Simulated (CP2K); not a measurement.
Runs of CP2K 2026.2 on HfB. The structure is cubic, space group Fm-3m (No. 225). The conventional cell has a = 4.620 Å, b = 4.620 Å, c = 4.620 Å, α = 90.00°, β = 90.00°, γ = 90.00°. Hf (site symmetry m-3m) has 6 B at 2.31 Å as nearest neighbours. B (site symmetry m-3m) is surrounded by 6 Hf at 2.31 Å. 

| task | level | potentials or basis | cell | smearing | EPS_DEFAULT | NGRIDS | CUTOFF of the grids | points a segment of the path (NPOINTS) | bands added on the path | gap on the mesh (eV) | pressure (GPa) |
| --- | --- | --- | --- | --- | --- | --- | --- | --- | --- | --- | --- |
| band structure | LDA | GTH_POTENTIALS Hf GTH-PADE-q12, B GTH-PADE-q3; TZVP-MOLOPT-PBE-GTH basis | as given | fermi-dirac 0.01 eV | 1.0E-9 | 4 | 450 Ry | 6 | 4 | none | -54.1 |
| band structure | PBEsol | POTENTIAL_UZH Hf GTH-PBE-q12, B GTH-PBE-q3; TZVP-MOLOPT-PBE-GTH basis | as given | fermi-dirac 0.0259 eV | 1.0E-9 | 5 | 450 Ry | 8 | 4 | none | (a) |
| band structure | PBE | POTENTIAL_UZH Hf GTH-PBE-q12, B GTH-PBE-q3; TZVP-MOLOPT-PBE-GTH basis | as given | fermi-dirac 0.05 eV | 1.0E-9 | 5 | 450 Ry | 6 | 6 | none | 29.3 |
| single point | PBEsol | POTENTIAL_UZH Hf GTH-PBE-q12, B GTH-PBE-q3; TZVP-MOLOPT-PBE-GTH basis | as given | fermi-dirac 0.05 eV | 1.0E-10 | 4 | 450 Ry | - | - | none | 24.9 |
| band structure | r2SCAN | POTENTIAL_UZH Hf GTH-SCAN-q12, B GTH-SCAN-q3; TZVP-MOLOPT-SCAN-GTH basis | as given | fermi-dirac 0.1 eV | 1.0E-9 | 5 | 675 Ry | 6 | 2 | none | 25.0 |
| single point | PBEsol | POTENTIAL_UZH Hf GTH-PBE-q12, B GTH-PBE-q3; TZVP-MOLOPT-PBE-GTH basis | atoms moved at random, drawn with an rms of 0.05 Å | fermi-dirac 0.05 eV | 1.0E-10 | 5 | 450 Ry | - | - | none | 25.6 |

Alike in all rows: no spin polarisation; k mesh 10 × 10 × 10.

Fill in the values left out.

(a) 24.7.

Caveats: the basis of atomic orbitals isn't converged, which shifts pressures, moduli and gaps; spin-orbit coupling is left out, which moves the levels of the heavy elements (some runs); so large a pressure means that the cell lies far from this level's equilibrium, or that cutoff or potentials fall short (some runs); the potentials were made for another functional, which shifts forces and pressure (some runs); a pressure of tens of GPa on the cell as given is suspect, and the run, the potentials or the cell itself is likely at fault (some runs); the real-space grid breaks the cell's symmetry a little (some runs).

A k mesh can miss the band edges, and the runs leave out spin-orbit coupling on Hf.

A gap of «none» marks a metal or a gap under the smearing width.
